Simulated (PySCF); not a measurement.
Runs of PySCF 2.14.0 on CAlClBrH3. The cell holds a molecule in a box, 7 atoms: a = 12.000 Å, b = 13.000 Å, c = 12.000 Å, α = 90.00°, β = 90.00°, γ = 90.00°. 

```csv
task,level,three-body dispersion term,conv_tol,grid for exchange and correlation,exxdiv,frozen core bands,gap on the mesh (eV)
atomic charges,revTPSS+D3(OP),no,1e-07 Ha,"Becke, atom-centred",-,-,5.66
atomic charges,PBE0+D3(BJM),no,1e-07 Ha,"Becke, atom-centred",ewald,-,(a)
atomic charges,RPBE+D4,yes,1e-07 Ha,"Becke, atom-centred",-,-,5.44
MP2 correlation energy,HF,-,1e-08 Ha,-,ewald,20,13.29
```

Alike in all rows: potentials or basis 6-31g* (all-electron); no spin polarisation; cell as given; k mesh 1 × 1 × 1; smearing fixed.

Q: Fill in the values left out.

A: (a) 7.46.

Caveats: this is a molecule in a periodic box at the Γ point, so its band gap is the HOMO-LUMO gap; relativity is left out, which matters for the heavier elements; the basis of atomic orbitals isn't converged, which shifts pressures, moduli and gaps; the basis is small and the box finite, so much correlation energy is missing and levels can be off by tenths of an eV (some runs).

A k mesh can miss the band edges, and the runs leave out spin-orbit coupling on Br.

Not every run made on this cell is shown here.
